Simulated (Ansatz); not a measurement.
Working through a scan of the Hubbard U of BaFeO₃, space group Pm-3m

Program: the Ansatz DFT code, driven from Python.

The script reads `POSCAR`:
```text
BaFeO3
1.0
   4.02000000    0.00000000    0.00000000
   0.00000000    4.02000000    0.00000000
   0.00000000    0.00000000    4.02000000
Ba Fe O
1 1 3
Direct
   0.00000000    0.00000000    0.00000000
   0.50000000    0.50000000    0.50000000
   0.50000000    0.50000000    0.00000000
   0.00000000    0.50000000    0.50000000
   0.50000000    0.00000000    0.50000000
```

Run as a notebook:

In [1]:
```python
import ansatz as az
from ase.io import read
import numpy as np
```

In [2]:
```python
def count_gap(report):
    # lowest empty less highest filled band, counting bands; zero where they overlap
    return max(report.get("gap_by_band_count_ev") or 0.0, 0.0)
```

In [3]:
```python
atoms = read("POSCAR", format="vasp")
xtal = az.Crystal.from_ase(atoms).moments(Fe=3.5)
```

In [4]:
```python
xtal.resolved().sites[-1]
```
Out [4]:
```text
Site(symbol='O', position=(0.5, 0.0, 0.5), moment=None, axis=None, held=None, saved=None)
```

In [5]:
```python
calc = (
    xtal.calculation()
    .functional("pbesol")
    .kpoints(6)
    .occupations(az.OccupationsMethod.GAUSSIAN)
    .spin("collinear")
    .band_table()
)
rows = []
for u in [1.0, 3.0, 5.0, 7.0]:
    r = calc.hubbard("Fe", "d", u_eff=u).run(threads=1, pin="off").report
    shell = r["hubbard"]["n_scf"]
    rows.append((u, count_gap(r), sum(shell) / len(shell), max(abs(m) for m in r["site_moments_mub"]), r["n_iterations"]))
for row in rows:
    print("; ".join(f"{name} = {round(v, 4) if isinstance(v, float) else v}" for name, v in zip(["U_eff eV", "gap by band count eV", "Fe d occupation (projector)", "largest moment muB", "iterations"], row)))
```
```text
DeckWarning: basis.ecutwfc = 420 eV, auto-derived from the records' recommended cutoffs: set by Ba (normal level)
U_eff eV = 1.0; gap by band count eV = 0.0; Fe d occupation (projector) = 6.0173; largest moment muB = 3.1988; iterations = 17
U_eff eV = 3.0; gap by band count eV = 0.0; Fe d occupation (projector) = 5.931; largest moment muB = 3.4447; iterations = 17
U_eff eV = 5.0; gap by band count eV = 0.0; Fe d occupation (projector) = 5.832; largest moment muB = 3.6756; iterations = 16
U_eff eV = 7.0; gap by band count eV = 0.0; Fe d occupation (projector) = 5.7304; largest moment muB = 3.8606; iterations = 22
```

From U = 1 to 7 eV the largest site moment goes from 3.20 to 3.86 μB.

What to keep in mind:
- Other magnetic orders than the one started from may lie lower.
- The mesh is modest for a metal, so energies can be off by several to tens of meV an atom and pressures by half a GPa or more; differences at equal mesh fare better.
- A gap by band count of zero or less means overlapping bands, a metal.
- With one magnetic atom the cell can hold only ferromagnetic order.
- Of the deposited cell: the entry's cell lengths or inner coordinates differ somewhat from later room-temperature determinations.
- The starting cell is as deposited in a crystallographic database; the results hold for this polymorph, which needn't be the stable one.
- Gaps and levels are Kohn-Sham values on a finite set of k-points, without spin-orbit coupling.
- Warnings are shown shortened and without file and line.
- Shell occupations and the effect of U depend on the projectors; a run with no .spin step is spin-unpolarised, and each U may end in a state that isn't the lowest.
- Wall time of the script: 78 s on 1 thread of Arm Neoverse V2 (shared host), peak memory 0.71 GiB.
